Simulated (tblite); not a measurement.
# C6H19GaO5Si3: the cost of one run

Programs: tblite 0.8.0 and PySCF 2.14.0. All values are calculated, for the isolated system unless a continuum is named. Atoms count from 0, parts from 1.

## (1) The system as given

34 atoms, charge 0, multiplicity 1; geometry: distance geometry start.

## (2) Relaxing the cluster with GFN2-xTB

The job: settings as JSON, then the geometry in Å.

```
{"job": {"kind": "relax", "xc": "GFN2-xTB", "basis": "xTB"}, "charge": 0, "multiplicity": 1}
C      2.928485     2.396537     0.100578
Si     1.391695     2.608270    -0.905010
C      1.736554     3.852117    -2.211634
O      0.086443     3.201303     0.137376
Si    -1.219709     2.214373     0.845443
C     -2.583922     3.281273     1.453621
O     -0.546833     1.267784     2.188480
Si    -0.104506    -0.462323     2.150851
C      1.413566    -0.692208     3.156874
C     -1.484794    -1.448395     2.896191
O      0.181377    -1.002736     0.508000
Ga    -0.446356    -0.041591    -0.993730
C     -1.078998    -1.234086    -2.385085
O      0.951347     1.048650    -1.644190
O     -1.817150     1.092302    -0.407135
H      3.341060     1.468835    -0.103661
H      3.574088     3.139360    -0.111162
H      2.677193     2.401623     1.115238
H      2.090085     4.699290    -1.799708
H      2.406379     3.423916    -2.908028
H      0.835098     4.050266    -2.726290
H     -2.939409     3.831820     0.668006
H     -3.313179     2.697168     1.851534
H     -2.206741     3.962510     2.160310
H      2.159492    -0.067854     2.808986
H      1.225546    -0.507683     4.160071
H      1.744130    -1.701729     3.073206
H     -2.166030    -0.801447     3.368824
H     -1.106537    -2.095245     3.601529
H     -1.962992    -1.968906     2.148391
H     -0.454314    -1.178190    -3.222553
H     -2.039678    -0.971970    -2.663968
H     -1.087493    -2.216342    -2.026088
H     -2.362046     1.502862    -1.108546
```

Method: GFN2-xTB geometry optimisation, gas phase.

Command:

```bash
$ OMP_NUM_THREADS=1 python cluster_run.py task.json out
```

One launch serves the whole session: the jobs run in the order shown.

**Question.** How long does this first job take on 1 thread of Intel Xeon 6975P-C, shared host?

About 35 s.
